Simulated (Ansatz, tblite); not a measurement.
**(MgS)4 ring (Mg₄S₄): rung by rung**

How do method and basis change the picture of (MgS)4 ring (Mg₄S₄) (singlet)?

Computed with Ansatz 0.2.0, Gaussian basis. Level: as each input shows.

Levels to be run: GFN1-xTB, GFN2-xTB, PBE-D4/def2-TZVP, r2SCAN-D4/def2-TZVP, LC-ωPBE/def2-TZVP, ωB97M-V/def2-TZVP, r2SCAN0-D4/def2-TZVP, PBE-D4/def2-SVP, PBE0-D4/def2-SVP, HF/STO-3G, CCSD(T)/def2-SVP, MP2/def2-TZVP.

2 further runs of the same task are left out: 2 set aside as unsound or not needed. Runs told in other sessions of the task aren't counted.

**1. The relaxed structure**

The geometry is that of the singlet, from an earlier relaxation (PBE0-D4/def2-SVP).

8 atoms, charge 0, spin multiplicity 1.

Bond lengths: Mg1–S5 2.289 Å, Mg1–S8 2.289 Å, Mg2–S5 2.289 Å, Mg2–S6 2.289 Å, Mg3–S6 2.289 Å, Mg3–S7 2.289 Å, Mg4–S7 2.289 Å, Mg4–S8 2.289 Å. Angles: S5–Mg1–S8 170.1°, S5–Mg2–S6 169.8°, S6–Mg3–S7 170.1°, S7–Mg4–S8 169.8°, Mg1–S5–Mg2 100.1°, Mg2–S6–Mg3 100.1°, Mg3–S7–Mg4 100.1°, Mg1–S8–Mg4 100.1°.

PBE0-D4/def2-TZVP was run before; its log isn't repeated, and its numbers join the tables.

**2. GFN1-xTB**

Tight binding, by tblite at 300 K electronic temperature and without a spin-polarisation term:

```python
tblite.interface.Calculator('GFN1-xTB', numbers, positions, charge=0, uhf=0).singlepoint()
```

Energy -484.6493 eV, HOMO -10.31 eV, LUMO -7.98 eV; 0.007 s.

**3. GFN2-xTB**

Tight binding, by tblite at 300 K electronic temperature and without a spin-polarisation term:

```python
tblite.interface.Calculator('GFN2-xTB', numbers, positions, charge=0, uhf=0).singlepoint()
```

Energy -417.6435 eV, HOMO -10.21 eV, LUMO -9.02 eV; 0.016 s.

**4. PBE-D4/def2-TZVP**

start.molden holds the orbitals of an earlier run on this state, given as this run's starting guess.

in.yaml reads:

```yaml
crystal:
  periodic: [false, false, false]
  atoms:
    - {symbol: Mg, position_ang: [-0.923350, 0.930094, 2.102545]}
    - {symbol: Mg, position_ang: [-1.105384, 1.813539, -1.288073]}
    - {symbol: Mg, position_ang: [0.924050, -0.929608, -2.102452]}
    - {symbol: Mg, position_ang: [1.104743, -1.813993, 1.287997]}
    - {symbol: S, position_ang: [-1.864707, 2.520213, 0.752016]}
    - {symbol: S, position_ang: [-0.164159, 0.809728, -3.116802]}
    - {symbol: S, position_ang: [1.863932, -2.520752, -0.752121]}
    - {symbol: S, position_ang: [0.164884, -0.809222, 3.116900]}
basis:
  gaussian: {orbitals: def2-TZVP, initial_orbitals: start.molden}
hamiltonian: {xc: pbe, dispersion: d4}
scf: {omitted_lower_state_checks: [starts]}
output: {forces: true, orbitals: {seedname: orbitals}}
```

Started as:

```bash
> ansatz run in.yaml --threads 4 --pin off --events-out ev --progress --plain --max-ram 4787MiB
```

After this run come: r2SCAN-D4/def2-TZVP; LC-ωPBE/def2-TZVP; ωB97M-V/def2-TZVP; r2SCAN0-D4/def2-TZVP; PBE-D4/def2-SVP; PBE0-D4/def2-SVP; HF/STO-3G; CCSD(T)/def2-SVP; MP2/def2-TZVP.

**Question.** What will the summary of the whole plan be? Wanted: gap in def2-TZVP, named functionals, smallest and largest; correlation energy, CCSD(T)/def2-SVP; correlation energy, MP2/def2-TZVP; binding an atom, CCSD(T)/def2-SVP; PBE0 total energy, smallest basis above largest.

**Answer**, as computed:

| quantity | value |
| --- | --- |
| gap in def2-TZVP, named functionals, smallest and largest | 2.82 eV (PBE-D4), 8.86 eV (LC-ωPBE) |
| correlation energy, CCSD(T)/def2-SVP | -19.21 eV |
| correlation energy, MP2/def2-TZVP | -39.18 eV |
| binding an atom, CCSD(T)/def2-SVP | 2.514 eV |
| PBE0 total energy, smallest basis above largest | 22.38 eV (def2-SVP, def2-TZVP) |

**Reading.** Over the named functionals in def2-TZVP the gap runs from 2.82 eV (PBE-D4) to 8.86 eV (LC-ωPBE); exact exchange widens it. A small miss in a minimal or small basis is a cancelling of errors, not accuracy. The functionals in def2-TZVP miss CCSD(T)/def2-SVP by +0.241 (ωB97M-V) to +0.415 eV (r2SCAN-D4) an atom. The yardstick is in a double-zeta basis, so levels in larger sets aren't compared like for like. The reference is CCSD(T) in one finite basis, so it carries an error of its own, often a tenth of an eV or more, and near misses can't be ranked.
